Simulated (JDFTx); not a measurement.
**AlPt under changes of volume**

One of the cells (14.774 Å³/atom); the others are scaled copies at fixed shape and fractional positions:

```
Pt Al
1.0
     3.09155    0.00000    0.00000
     0.00000    3.09155    0.00000
     0.00000    0.00000    3.09155
Pt Al
1 1
Direct
  0.50000 0.50000 0.50000
  0.00000 0.00000 0.00000
```

Measurements of this composition are mostly on another form, of space group No. 198.

```yaml
Program: JDFTx 1.7.0 (patched build)
Functional: PBEsol
Potentials_or_basis: PseudoDojo-SR-PBEsol-0.4.1-standard with smoothed tails
Cutoff: 1143 eV
Density_cutoff: 9143 eV
k_mesh: 9 × 9 × 9
Occupations: fermi-dirac, width 0.05 eV
Spin: no spin polarisation
```

```csv
volume (Å³/atom),energy over the lowest point (meV/atom),pressure (GPa)
13.888,7.82,6.6
14.183,0.00,1.9
14.478,0.34,-2.3
14.774,?,?
15.069,22.04,-9.3
15.365,41.85,-12.2
15.660,66.73,-14.8
```

Problem. What does the run at 14.774 Å³/atom give?

Solution. Energy over the lowest point 7.96 meV/atom; pressure -6.0 GPa.

Worked out: A Birch-Murnaghan fit of order 3 (a polynomial in V^(-2/3)) to the other rows has its minimum at 14.32 Å³/atom with B0 = V·E''(V) = 204 GPa and B' = 4.8. It gives 7.97 meV/atom at 14.774 Å³/atom, against the run's 7.96, and -dE/dV = -6.0 GPa, against -6.0.

Energies are extrapolated to zero smearing.
